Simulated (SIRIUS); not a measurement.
# Si3C under changes of volume

One of the cells (9.755 Å³/atom); the others are scaled copies at fixed shape and fractional positions:

```
Si C
1.0
     3.17409    0.00000    0.00000
    -1.58705    2.74885    0.00000
     0.00000    0.00000    4.47206
Si C
3 1
Direct
  0.50000 0.00000 0.50000
  0.00000 0.50000 0.50000
  0.50000 0.50000 0.50000
  0.00000 0.00000 0.50000
```

The cell was built by a generator and needn't be a form met in nature.

| Property | Result |
| --- | --- |
| Program | SIRIUS 7.10.0 |
| Functional | PBE |
| Potentials or basis | PseudoDojo 0.4.1 PBE standard (scalar relativistic) |
| Cutoff | 1127 eV |
| Density cutoff | 4507 eV |
| k mesh | 10 × 10 × 6 |
| Occupations | fermi-dirac, width 0.05 eV |
| Spin | no spin polarisation |

```tsv
volume (Å³/atom)	energy over the lowest point (meV/atom)	pressure (GPa)
8.990	3418.12	559.5
9.181	2768.92	528.9
9.372	2154.83	500.8
9.755	?	?
9.946	496.93	427.2
10.137	0.00	405.7
```

**Question.** What does the run at 9.755 Å³/atom give?

**Answer.** Energy over the lowest point 1020.59 meV/atom; pressure 450.3 GPa.

Worked out: A Birch-Murnaghan fit of order 3 (a polynomial in V^(-2/3)) to the other rows has no minimum within the range. It gives 1019.78 meV/atom at 9.755 Å³/atom, against the run's 1020.59, and -dE/dV = 450.1 GPa, against 450.3.

Energies are extrapolated to zero smearing.

Caveats: this functional lacks dispersion, which binds the layers, so the pressure and a relaxed spacing across them are unreliable.
